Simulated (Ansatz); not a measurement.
# Na3Cl2: the cost of one run

Computed with Ansatz 0.2.0 (DFT PBE, scalar-relativistic, plane waves, PAW, unless a step's input says otherwise).

## Step 1: Starting point

The structure is tetragonal, space group P4/mbm (No. 127). Conventional cell: a = 7.913 Å, b = 7.913 Å, c = 4.178 Å, α = 90.00°, β = 90.00°, γ = 90.00°. Around Na (site symmetry 4/m) lie 4 Cl at 3.17 Å and 8 Na at 3.59 Å. Around Na (site symmetry m2m) lie 6 Cl at 3.11 to 3.16 Å. Around Cl (site symmetry m2m) lie 1 Cl at 2.63 Å and 8 Na at 3.11 to 3.17 Å.

Structure file:

```
Na Cl
1.0
     7.91280    0.00000    0.00000
     0.00000    7.91280    0.00000
     0.00000    0.00000    4.17796
Na Cl
6 4
Direct
  0.00000 0.00000 0.00000
  0.50000 0.50000 0.00000
  0.17680 0.67680 0.50000
  0.32320 0.17680 0.50000
  0.82320 0.32320 0.50000
  0.67680 0.82320 0.50000
  0.38270 0.88270 0.00000
  0.11730 0.38270 0.00000
  0.61730 0.11730 0.00000
  0.88270 0.61730 0.00000
```

This is candidate A: Th3Ga2 type (P4/mbm, No. 127).

(A quick probe on a coarse mesh, which set the mesh and smearing, is not shown.)

## Step 3: Coarse relaxation (candidate A)

input.yaml reads:

```yaml
crystal:
  lattice:
    - [7.912799547, 0.0, 0.0]
    - [0.0, 7.912799547, 0.0]
    - [0.0, 0.0, 4.1779581608]
  atoms:
    - { symbol: Na, position: [0.0, 0.0, 0.0] }
    - { symbol: Na, position: [0.5, 0.5, 0.0] }
    - { symbol: Na, position: [0.1768, 0.6768, 0.5] }
    - { symbol: Na, position: [0.3232, 0.1768, 0.5] }
    - { symbol: Na, position: [0.8232, 0.3232, 0.5] }
    - { symbol: Na, position: [0.6768, 0.8232, 0.5] }
    - { symbol: Cl, position: [0.3827, 0.8827, 0.0] }
    - { symbol: Cl, position: [0.1173, 0.3827, 0.0] }
    - { symbol: Cl, position: [0.6173, 0.1173, 0.0] }
    - { symbol: Cl, position: [0.8827, 0.6173, 0.0] }
basis:
  ecutwfc: 420
kpoints:
  mp_grid: { grid: [2, 2, 4] }
hamiltonian:
  xc: pbe
scf:
  occupations: { method: gaussian, width: 0.1 }
  lower_state_search: "off"
output:
  forces: true
  stress: true
  eigenvalues: true
relax:
  adjacent_minimum: "off"
  f_tol: 0.04
  max_steps: 70
  cell: { stress_tol: 0.4 }
```

Launch:

```sh
$ ansatz run input.yaml --threads 1 --pin off --max-ram 2560MiB --backend cpu --events-out ev --progress --plain --runs-dir out
```

What time and memory should one allow on 1 thread of Arm Neoverse V1, shared host?

About 46 s, with a peak of 0.47 GiB.
